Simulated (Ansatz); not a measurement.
# C₂H₉InO₃S: a ladder of functionals and wavefunction methods

How much do the methods differ for C₂H₉InO₃S? The plan is to run it at one geometry with functionals of several rungs and with coupled cluster. The yardstick is the atomisation energy at the CCSD(T) limit.

Method: functionals in def2-TZVPP, the program's frozen cores in correlated methods; program: Ansatz 0.2.0, Gaussian basis.

Plan: LDA (SPW92), PBE-D4, revPBE-D4, BLYP-D4, r2SCAN-D4, B97M-V, PBE0-D4, B3LYP-D4, r2SCANh-D4, r2SCAN0-D4, HSE06-D4, BHLYP-D4, CAM-B3LYP-D4, LC-ωPBE, ωB97X-V, ωB97M-V, B2PLYP, PBE-QIDH; CCSD(T)/def2-SVP; CCSD(T)/def2-TZVPP; MP2/def2-QZVPP; extrapolation to the limit; RPA on PBE.

## 1. The geometry

All runs share one geometry, relaxed beforehand with PBE0-D4 in a triple-zeta def2 set. In takes the def2 core potential; no spin-orbit term is included.

SMILES `C[S+](C)[In-]([OH])([OH])[OH]`, 16 atoms, charge 0, spin multiplicity 1.

Atoms are counted from 1 here; the program's logs count them from 0.

Bond lengths: C1–S2 1.799 Å, C1–H8 1.090 Å, C1–H9 1.090 Å, C1–H10 1.090 Å, S2–C3 1.800 Å, S2–In4 2.656 Å, C3–H11 1.090 Å, C3–H12 1.091 Å, C3–H13 1.090 Å, In4–O5 1.994 Å, In4–O6 2.000 Å, In4–O7 2.015 Å, O5–H14 0.960 Å, O6–H15 0.960 Å, O7–H16 0.959 Å. Angles: S2–C1–H8 109.4°, S2–C1–H9 109.8°, S2–C1–H10 106.8°, H8–C1–H9 111.0°, H8–C1–H10 109.5°, H9–C1–H10 110.3°, C1–S2–C3 100.7°, C1–S2–In4 94.5°, C3–S2–In4 98.8°, S2–C3–H11 107.0°, S2–C3–H12 109.5°, S2–C3–H13 109.5°, H11–C3–H12 110.0°, H11–C3–H13 109.3°, H12–C3–H13 111.4°, S2–In4–O5 104.2°, S2–In4–O6 96.5°, S2–In4–O7 91.9° and more.

## 2. LDA

This LDA is Slater exchange with PW92 correlation.

The input, in.yaml:

```yaml
crystal:
  periodic: [false, false, false]
  atoms:
    - {symbol: C, position_ang: [-0.144521, 0.500709, 1.920581]}
    - {symbol: S, position_ang: [1.168351, 0.300238, 0.706938]}
    - {symbol: C, position_ang: [1.310899, -1.493061, 0.661798]}
    - {symbol: In, position_ang: [-0.431201, 0.635709, -1.386190]}
    - {symbol: O, position_ang: [0.792176, 0.533715, -2.957524]}
    - {symbol: O, position_ang: [-1.242777, 2.359409, -0.777801]}
    - {symbol: O, position_ang: [-1.501098, -1.006185, -0.915917]}
    - {symbol: H, position_ang: [-0.978895, -0.152470, 1.663163]}
    - {symbol: H, position_ang: [0.235637, 0.274298, 2.916370]}
    - {symbol: H, position_ang: [-0.467072, 1.540524, 1.865806]}
    - {symbol: H, position_ang: [2.049407, -1.734395, -0.102761]}
    - {symbol: H, position_ang: [0.345788, -1.928644, 0.399615]}
    - {symbol: H, position_ang: [1.661687, -1.854452, 1.628426]}
    - {symbol: H, position_ang: [0.631454, -0.262125, -3.469996]}
    - {symbol: H, position_ang: [-0.995119, 3.097062, -1.339403]}
    - {symbol: H, position_ang: [-2.434736, -0.810334, -0.813105]}
basis:
  gaussian: {orbitals: def2-TZVPP}
hamiltonian: {xc: lda}
output: {orbitals: {seedname: orbitals}}
```

The run is started by

```sh
> ansatz run in.yaml --threads 2 --pin off --events-out ev --progress --plain --max-ram 31744MiB --backend cuda --devices 0, --max-vram 18GiB
```

Further steps of the session: PBE-D4 (GGA); revPBE-D4 (GGA); BLYP-D4 (GGA); r2SCAN-D4 (meta-GGA); B97M-V (meta-GGA); B3LYP-D4 (hybrid); r2SCANh-D4 (hybrid); r2SCAN0-D4 (hybrid); HSE06-D4 (hybrid); BHLYP-D4 (hybrid); CAM-B3LYP-D4 (range-separated); LC-ωPBE (range-separated); ωB97X-V (range-separated); ωB97M-V (range-separated); B2PLYP (double hybrid); PBE-QIDH (double hybrid); CCSD(T) in def2-SVP; CCSD(T) in def2-TZVPP; MP2 in def2-QZVPP; RPA on PBE orbitals.

Q: Predict the results of all the runs planned. Wanted: atomisation energy, CCSD(T)/CBS; farthest beyond LDA; mean size of error, GGA; mean size of error, meta-GGA; mean size of error, hybrid; mean size of error, range-separated; mean size of error, double hybrid; gap, smallest and largest; T1 diagnostic.

**Answer**, as computed:

```
                               quantity                                                      value
        atomisation energy, CCSD(T)/CBS                                                  58.495 eV
    functionals within 0.585 eV (1.0 %)  PBE-D4, r2SCAN-D4, B97M-V, CAM-B3LYP-D4, ωB97X-V, ωB97M-V
                    farthest beyond LDA                                       BHLYP-D4 (-2.986 eV)
                mean size of error, GGA                                                   0.794 eV
           mean size of error, meta-GGA                                                   0.494 eV
             mean size of error, hybrid                                                   1.378 eV
    mean size of error, range-separated                                                   0.530 eV
      mean size of error, double hybrid                                                   1.313 eV
              gap, smallest and largest                  4.21 eV (LDA (SPW92)), 11.58 eV (LC-ωPBE)
                          T1 diagnostic                                                     0.0144
triples share of the correlation energy                                                      3.7 %
```

LDA overbinds by 8.520 eV (15 %). PBE-D4 is off by +0.522 eV. Double hybrids carry the basis error of their MP2 part in triple zeta, and no dispersion term here, so their miss is partly the set-up's. The rungs meta-GGA, range-separated miss on average by less than the doubt on the reference (0.585 eV), so they tie. Misses under about 0.585 eV are within the doubt on the reference itself, which lacks core-valence correlation, spin-orbit coupling and higher excitations, and its outer-core shells are covered unevenly. All levels share the lack of spin-orbit coupling, which lowers the free heavy atoms and so the true binding. Hartree-Fock recovers 68 % of the binding; the rest is correlation. CCSD(T) in def2-SVP is off by -4.404 eV, which most functionals beat. Orbital gaps span 4.2 to 11.6 eV; exact exchange widens them. Correlated methods include outer-core shells of In, which these sets cover unevenly.
